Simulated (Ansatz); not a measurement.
# CsTi2: the cost of one run

Program: Ansatz 0.2.0. Level of theory: DFT PBE, scalar-relativistic, plane waves, PAW. These are calculated values, not measurements.

1 further run of the same task is left out (it didn't finish).

## (1) Starting point

It takes space group P-3m1 (No. 164, trigonal). Conventional cell: a = 4.432 Å, b = 4.432 Å, c = 9.271 Å, α = 90.00°, β = 90.00°, γ = 120.00°. Around Cs (site symmetry -3m) lie 6 Ti at 4.27 Å and 6 Cs at 4.43 Å. Ti (site symmetry 3m) is surrounded by 9 Ti at 3.53 to 4.43 Å and 3 Cs at 4.27 Å.

As a file:

```cif
data_structure
_symmetry_space_group_name_H-M 'P-3m1'
_symmetry_Int_Tables_number 164
_cell_length_a 4.4324
_cell_length_b 4.4324
_cell_length_c 9.2714
_cell_angle_alpha 90.000
_cell_angle_beta 90.000
_cell_angle_gamma 120.000
_cell_volume 157.75
loop_
_atom_site_label
_atom_site_type_symbol
_atom_site_symmetry_multiplicity
_atom_site_Wyckoff_symbol
_atom_site_fract_x
_atom_site_fract_y
_atom_site_fract_z
_atom_site_occupancy
Cs1 Cs 1 a 0.00000 0.00000 0.00000 1
Ti1 Ti 2 d 0.66667 0.33333 0.63147 1
```

Recipe of the guess: close-packed layers stacked ABC|A (P-3m1, No. 164). Its size is a rough estimate.

## (2) A first look at the guess

File input.yaml:

```yaml
crystal:
  lattice:
    - [4.43244965, 0.0, 0.0]
    - [-2.21622483, 3.838614, 0.0]
    - [0.0, 0.0, 9.2714067]
  atoms:
    - { symbol: Cs, position: [0.0, 0.0, 0.0] }
    - { symbol: Ti, position: [0.66666667, 0.33333333, 0.63147127] }
    - { symbol: Ti, position: [0.33333333, 0.66666667, 0.36852873] }
basis:
  ecutwfc: 420
kpoints:
  mp_grid: { grid: [6, 6, 2] }
hamiltonian:
  xc: pbe
scf:
  occupations: { method: gaussian, width: 0.1 }
  lower_state_search: "off"
output:
  forces: true
  stress: true
  eigenvalues: true
```

On the command line:

```bash
ansatz run input.yaml --threads 1 --pin off --max-ram 2560MiB --backend cpu --events-out ev --progress --plain --runs-dir out
```

Q: Estimate wall time and peak memory on 1 thread of Arm Neoverse N1, shared host.

About 6.2 s, with a peak of 0.38 GiB.
